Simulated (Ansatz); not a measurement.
# NiO2: an axial (c/a) deformation path

One table from this session's results is given with a row withheld; the runs are named, their logs left out.

Computed with Ansatz 0.2.0 (DFT r2SCAN, scalar-relativistic, plane waves, PAW, unless a step's input says otherwise).

## The system as given

The structure is hexagonal, space group P6_3/mmc (No. 194). The conventional cell has a = 2.773 Å, b = 2.773 Å, c = 10.270 Å, α = 90.00°, β = 90.00°, γ = 120.00°. Ni (site symmetry -3m) has 6 O at 1.86 Å as nearest neighbours. O (site symmetry 3m) has 3 Ni at 1.86 Å as nearest neighbours.

Coordinates:

```
Ni O
1.0
     2.77345    0.00000    0.00000
    -1.38673    2.40188    0.00000
     0.00000    0.00000   10.27003
Ni O
2 4
Direct
  0.00000 0.00000 0.00000
  0.00000 0.00000 0.50000
  0.66667 0.33333 0.09159
  0.66667 0.33333 0.40841
  0.33333 0.66667 0.90841
  0.33333 0.66667 0.59159
```

It goes back to an entry of the Materials Project, which need not be the stable form.

It is the result of an earlier relaxation at this level (volume 11.40 Å³/atom; gap on the mesh: 1.63 eV).

The first run:

At fixed volume and fractional coordinates, lengths along (0.000, 0.000, 1.000) are scaled against those across it; ρ is that ratio over its starting value.

Input file input.yaml:

```yaml
crystal:
  lattice:
    - [2.9278425543, 0.0, 0.0]
    - [-1.4639212772, 2.5355860303, 0.0]
    - [0.0, 0.0, 9.2154734103]
  atoms:
    - { symbol: Ni, position: [0.0, 0.0, 0.0] }
    - { symbol: Ni, position: [0.0, 0.0, 0.5] }
    - { symbol: O, position: [0.6666666667, 0.3333333333, 0.0915931262] }
    - { symbol: O, position: [0.6666666667, 0.3333333333, 0.4084068738] }
    - { symbol: O, position: [0.3333333333, 0.6666666667, 0.9084068738] }
    - { symbol: O, position: [0.3333333333, 0.6666666667, 0.5915931262] }
basis:
  ecutwfc: 500
kpoints:
  mp_grid: { grid: [12, 12, 4] }
hamiltonian:
  xc: r2scan
scf:
  occupations: { method: gaussian, width: 0.05 }
output:
  forces: true
  stress: true
  eigenvalues: true
```

The run is started by

```sh
> ansatz run input.yaml --threads 1 --pin off --max-ram 2560MiB --backend cpu --events-out ev --progress --plain --runs-dir out
```

Steps of the session up to this table: ρ = 0.850; At ρ = 1.200; ρ = 0.920; ρ = 1.100; At ρ = 0.960; At ρ = 1.050; At ρ = 0.800; At ρ = 1.300.

One table of the session follows, with a row left open; its other results are not shown here.

Collected from the runs (energy zero: the undisturbed cell):

```
    ρ  ΔE (meV/atom)  pressure (GPa)  gap on the mesh (eV)
0.800          163.8           -12.0                  0.71
0.850              ?               ?                     ?
0.920           24.5            -4.6                  1.40
0.960            5.9            -2.3                  1.53
1.000            0.0             0.0                  1.63
1.050            9.1             2.8                  1.75
1.100           35.0             5.3                  1.85
1.200          131.5             9.9                  1.99
1.300          278.5            13.9                  1.77
```

Q: Estimate the row for ρ = 0.850 from the others.

Worked estimate for «ΔE (meV/atom)». A straight line through the neighbours (0.800, 163.8) and (0.920, 24.5) gives 163.8 + (24.5 − 163.8) × (0.850 − 0.800) / (0.920 − 0.800) = 105.8; a parabola fitted to 3 rows on both sides gives 90.5.

**Answer.** ΔE (meV/atom): 89.7; pressure (GPa): -8.9; gap on the mesh (eV): 1.04. In «ΔE (meV/atom)» the line misses by +16.1 and the parabola by +0.8.

Caveats from the session: Layers here are held mostly by dispersion, which this level lacks, so their spacing and the stiffness across them are unreliable there.
